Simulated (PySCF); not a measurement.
# C₅H₆F₂: geometry, spin-spin couplings

Wanted: the spin-spin couplings of C₅H₆F₂ (`C[C@@]1(F)CC=C1F`), by calculation.

Programs: PySCF 2.14.0, with density-fitted response routines of our own. Each step states its level of theory. These are calculated values for one molecule in the gas phase, unless marked as measured. Atoms count from 0, in the outputs and in this text.

### 1 Starting geometry

13 atoms, charge 0, multiplicity 1; geometry from: GFN2-xTB. The atoms were then displaced at random by about 0.01 Å, so the start is not that level's minimum.

Bonds of the start (Å): C0–C1 1.54, C1–F2 1.39, C1–C3 1.53, C3–C4 1.52, C4–C5 1.33, C5–F6 1.33, C5–C1 1.52, C0–H7 1.06, C0–H8 1.10, C0–H9 1.09, C3–H10 1.10, C3–H11 1.09, C4–H12 1.10.

### 2 Relaxing the molecule at PBE0-D3(BJ)/def2-SVP

Job settings and geometry (Å):

```
{"job": {"xc": "PBE0", "basis": "def2-SVP", "d3": "d3bj", "grid": 1, "shake": 0.01, "kind": "geom"}, "charge": 0, "multiplicity": 1}
C      1.627390    -0.195130     0.138470
C      0.248590     0.083980    -0.499630
F      0.394140     0.215380    -1.872770
C     -0.880370    -0.872000    -0.128470
C     -1.593040     0.325370     0.474010
C     -0.616290     1.159600     0.126110
F     -0.380540     2.456890     0.289060
H      2.049690    -1.075150    -0.283340
H      1.498470    -0.266380     1.229820
H      2.272240     0.658880    -0.072600
H     -1.426590    -1.294030    -0.985350
H     -0.641200    -1.668390     0.575000
H     -2.546680     0.454110     0.999360
```

The run is started by

```bash
$ OMP_NUM_THREADS=1 python probes_run.py task.json out
```

One launch serves the whole session: the jobs run in the order shown.

**Question.** This job is followed by: B3LYP/6-31G* indirect spin-spin coupling, non-relativistic, gas phase. What will the session give for the following? point group; rotational constants (main isotopes); largest coupling of the table (B3LYP/6-31G*).

**Answer**, as computed:

| quantity | value |
| --- | --- |
| point group | C1 |
| rotational constants (main isotopes) | 3.48, 2.56, 2.10 GHz |
| largest coupling of the table (B3LYP/6-31G*) | 1J(C,F) C5–F6, -261.0 Hz |

What this shows: The start of the PBE0/def2-SVP relaxation was shaken at random by about 0.01 Å, so part of the energy gained, and of the first lengths quoted, undoes that. The optimisation took 7 steps and gained 0.103 eV; among the close pairs (by a distance rule), C0–H7 changed most, from 1.063 to 1.100 Å. In the run at B3LYP/6-31G*, the largest coupling of the table is C5–F6, -261.0 Hz, of which the Fermi-contact term gives -238.4 Hz. Couplings across rotatable bonds belong to this one conformer; where others are populated, the observed values are averages. Density functionals describe couplings to fluorine poorly, F–F couplings above all, so those rows are rough. Couplings from bases without tight functions are rough.
